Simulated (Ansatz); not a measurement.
# Bi: the cost of one run

Program: Ansatz 0.2.0. Level of theory: DFT PBEsol, scalar-relativistic. These are calculated values, not measurements.

## (1) Starting point

Symmetry: P6_3/mmc, No. 194, hexagonal system. The conventional cell has a = 4.539 Å, b = 4.539 Å, c = 11.829 Å, α = 90.00°, β = 90.00°, γ = 120.00°.

Coordinates:

```cif
data_structure
_symmetry_space_group_name_H-M 'P 1'
_symmetry_Int_Tables_number 1
_cell_length_a 4.5390
_cell_length_b 4.5390
_cell_length_c 11.8290
_cell_angle_alpha 90.000
_cell_angle_beta 90.000
_cell_angle_gamma 120.000
_cell_volume 211.06
loop_
_atom_site_label
_atom_site_type_symbol
_atom_site_fract_x
_atom_site_fract_y
_atom_site_fract_z
_atom_site_occupancy
Bi1 Bi 0.33333 0.66667 0.25000 1
Bi2 Bi 0.66667 0.33333 0.75000 1
```

Atoms are numbered in the order of the input: Bi1, Bi2.

## (2) The deformed structure

Space group P6_3/mmc before, P-1 after.

## (3) All-electron LAPW

Contents of input.yaml:

```yaml
crystal:
  lattice:
    - [4.5390002997, 0.045390003, 0.045390003]
    - [-2.2301912542, 3.9081945659, 0.0166138942]
    - [0.11829, 0.11829, 11.829]
  atoms:
    - { symbol: Bi, position: [0.3333333333, 0.6666666667, 0.25] }
    - { symbol: Bi, position: [0.6666666667, 0.3333333333, 0.75] }
kpoints:
  mp_grid: { grid: [9, 9, 3] }
  band_path:
    path:
      - [0.0, 0.0, 0.0]
      - [0.0, -0.5, 0.0]
      - [0.0, 0.0, 0.5]
      - [0.0, 0.0, 0.0]
      - [-0.5, 0.0, 0.0]
      - [-0.5, 0.5, -0.5]
      - [0.0, 0.0, 0.0]
      - [-0.5, 0.0, -0.5]
      - [-0.5, 0.5, 0.0]
    npoints: 5
scf:
  occupations: { method: fermi_dirac, width: 0.03 }
hamiltonian:
  xc: pbesol
  pseudopotentials: { kind: all_electron, lapw: { basis_error: 0.0005 } }
output:
  forces: true
  stress: true
  eigenvalues: true
```

Started as:

```bash
$ ansatz run input.yaml --threads 1 --pin off --max-ram 3072MiB --backend cpu --events-out ev --progress --plain --runs-dir out
```

**Question.** How long does this run take on 1 thread of Arm Neoverse V2, shared host, and how much memory does it need?

About 22 s, with a peak of 0.41 GiB.
